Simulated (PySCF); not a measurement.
# SnN⁻: changing the method

What do other methods print for SnN⁻?

Computed with PySCF 2.14.0. Level: method and basis as typed in the scripts.

3 further runs of the same task are left out: 3 that didn't finish.

### Step 1. The system as given

SnN⁻: 2 atoms, charge -1, spin multiplicity 1.

Bond lengths: Sn1–N2 2.000 Å.

### Step 2. The run that the others are compared with

input.py

```python
from pyscf import gto, scf
from pyscf.geomopt.geometric_solver import optimize

mol = gto.M(
    atom='Sn 0 0 0; N 0 0 2',
    basis='def2-svpd',
    ecp={'Sn': 'def2-svpd'},
    charge=-1,
    spin=0,
    verbose=4,
)
mf = scf.RHF(mol)
mf.kernel()
mol_eq = optimize(mf, maxsteps=30)
print('optimised geometry (angstrom)')
print(mol_eq.tostring('raw'))
print('orbital energies (hartree):', mf.mo_energy[..., max(0, mol.nelec[1]-3):mol.nelec[0]+3].round(4))
```

The run is started by

```console
$ OMP_NUM_THREADS=1 python input.py
```

The log of this run is left out.

In short: at the starting geometry E(SCF) = -267.640294 Eh, 12 cycles, optimised bond 1.846 Å in 6 steps; the optimisation lowers the energy by 0.395 eV.

### Step 3. Blyp (RKS)

Run 1 changes functional: none (Hartree–Fock) → blyp; SCF type: RHF → RKS; step after the SCF: optimize → analyze.

input.py

```python
from pyscf import gto, dft

mol = gto.M(
    atom='Sn 0 0 0; N 0 0 2',
    basis='def2-svpd',
    ecp={'Sn': 'def2-svpd'},
    charge=-1,
    spin=0,
    verbose=4,
)
mf = dft.RKS(mol, xc='blyp')
mf.kernel()
mf.mulliken_pop()
mf.dip_moment()
print('orbital energies (hartree):', mf.mo_energy[..., max(0, mol.nelec[1]-3):mol.nelec[0]+3].round(4))
```

The run is started by

```console
$ OMP_NUM_THREADS=1 python input.py
```

### Step 4. UHF

Run 2 changes SCF type: RHF → UHF.

Changes to input.py since step 2:

```diff
@@ -11,3 +11,3 @@
 )
-mf = scf.RHF(mol)
+mf = scf.UHF(mol)
 mf.kernel()
@@ -16,2 +16,2 @@
 print(mol_eq.tostring('raw'))
-print('orbital energies (hartree):', mf.mo_energy[..., max(0, mol.nelec[1]-3):mol.nelec[0]+3].round(4))
+print('orbital energies (hartree):', [e[max(0, n-3):n+3].round(4) for e, n in zip(mf.mo_energy, mol.nelec)])
```

### Step 5. MP2

Run 3 changes step after the SCF: optimize → mp2; frozen orbitals: none → 5.

input.py

```python
from pyscf import gto, scf, mp

mol = gto.M(
    atom='Sn 0 0 0; N 0 0 2',
    basis='def2-svpd',
    ecp={'Sn': 'def2-svpd'},
    charge=-1,
    spin=0,
    verbose=4,
)
mf = scf.RHF(mol)
mf.kernel()
mp.MP2(mf, frozen=5).kernel()
mf.dip_moment()
print('orbital energies (hartree):', mf.mo_energy[..., max(0, mol.nelec[1]-3):mol.nelec[0]+3].round(4))
```

### Step 6. TDA

Run 4 changes step after the SCF: optimize → tda; number of roots: none → 5.

input.py

```python
from pyscf import gto, scf, tdscf

mol = gto.M(
    atom='Sn 0 0 0; N 0 0 2',
    basis='def2-svpd',
    ecp={'Sn': 'def2-svpd'},
    charge=-1,
    spin=0,
    verbose=4,
)
mf = scf.RHF(mol)
mf.kernel()
td = tdscf.TDA(mf)
td.nstates = 5
td.kernel()
td.analyze(verbose=3)
mf.dip_moment()
print('orbital energies (hartree):', mf.mo_energy[..., max(0, mol.nelec[1]-3):mol.nelec[0]+3].round(4))
```

What does the calculation give? Wanted: for each run, E(SCF); from base; gap; after the SCF.

As calculated:

| run | E(SCF) (hartree) | from base (eV) | cycles | gap (eV) | after the SCF |
| --- | --- | --- | --- | --- | --- |
| base | -267.640294 | 0 | 12 | 8.25 | bond 1.846 Å, -0.395 eV |
| blyp (RKS) | -268.923347 | not comparable | 17 | 2.39 | n/a |
| UHF | -267.640294 | 0.0000 | 16 | 8.25 | bond 1.846 Å, -0.395 eV |
| MP2 | -267.640294 | 0.0000 | 12 | 8.25 | MP2 correlation -10.154 eV, core frozen |
| TDA | -267.640294 | 0.0000 | 12 | 8.25 | lowest root found 1.29 eV |

SCF columns refer to the geometry typed in the script.

In words: With UHF the SCF ends at the base energy. A lower total energy from another functional means nothing by itself. The base needs 12 cycles and the run with UHF needs 16.
